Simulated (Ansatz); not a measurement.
This script makes a check of PAW against all-electron LAPW of Ge, space group Cmcm with the Python package of Ansatz (0.2.0).

`run_paw_lapw.py`:
```python
"""PAW against all-electron LAPW for Ge."""

import ansatz as az
import numpy as np

params = {
    "smearing": "fermi_dirac",
    "width_ev": 0.02,
    "functional": "PBEsol",
    "k_density": 4.3,
}


def count_gap(report):
    # lowest empty less highest filled band, counting bands; zero where they overlap
    return max(report.get("gap_by_band_count_ev") or 0.0, 0.0)

system = (
    az.Lattice.from_parameters(2.97611, 5.18938, 4.7276, alpha=90, beta=90, gamma=90)
    .space_group(63, hermann_mauguin="Cmcm")
    .atom("Ge", [0.0, 0.33345, 0.75])
    .primitive()
)

calc = (
    system.calculation()
    .occupations(params["smearing"], width=params["width_ev"])  # the run then minimises F = E - TS
    .functional(params["functional"])
    .kpoints(density=params["k_density"])  # sampling of the Brillouin zone
    .stress()
    .forces()
    .band_table()
)
variants = {
    "PAW": calc.pseudopotentials("paw"),
    "LAPW": calc.pseudopotentials("all_electron", lapw=True),
}
# totals differ by the cores that each treatment holds, so compare what does not depend on them
rows = []
for label, variant in variants.items():
    report = variant.run(threads=1).report
    levels = np.array(report["eigenvalues_ev"][0]) - report["fermi_energy_ev"]
    print(label, "levels at the first k-point near E_F:", np.round(levels[np.abs(levels) < 5], 3))
    rows.append((label, report["n_electrons"], np.trace(report["stress_gpa"]) / 3, count_gap(report)))
lines = [",".join(["treatment", "electrons in bands", "P GPa", "gap by band count eV"])] + [",".join(f"{v:.4f}" if isinstance(v, float) else str(v) for v in row) for row in rows]
print("\n".join(lines))
with open("paw_lapw.csv", "w") as handle:
    handle.write("\n".join(lines) + "\n")
```

How well do the two treatments of the cores agree on the pressure?

PAW gives 0.323 GPa and LAPW 0.362 GPa, 0.039 GPa apart. They took 4.3 and 29.6 s of processor time.

The output:

```console
$ python run_paw_lapw.py
DeckWarning: basis.ecutwfc = 420 eV, auto-derived from the records' recommended cutoffs: set by Ge (normal level)
PAW levels at the first k-point near E_F: []
LAPW levels at the first k-point near E_F: []
treatment,electrons in bands,P GPa,gap by band count eV
PAW,28.0000,0.3229,0.0000
LAPW,44.0000,0.3623,0.0000
```
(Warnings from the package without file and line.)

What to keep in mind:
- These settings explore the input space; cutoff and mesh may be short of convergence.
- The computed bands are complete only to about 1.7 eV above the Fermi level.
- For a metal this k-point mesh is coarse: on a finer one energies can move by several to tens of meV an atom and pressures by half a GPa or more, differences at one mesh by less.
- Within a few hundredths of an angstrom the cell has the higher group P6_3/mmc; the lower one is a small distortion.
- A gap by band count of zero or less means overlapping bands, a metal.
- This isn't the structure that Ge takes at ambient conditions.
- Gaps and levels are Kohn-Sham values on a finite set of k-points, without spin-orbit coupling.
- Pressure is positive in compression; the treatments may keep other shells as core, so totals and counts of electrons can differ.
- The whole script took 35 s on 1 thread of Arm Neoverse V1, with other jobs on the host, peak memory 0.64 GiB.
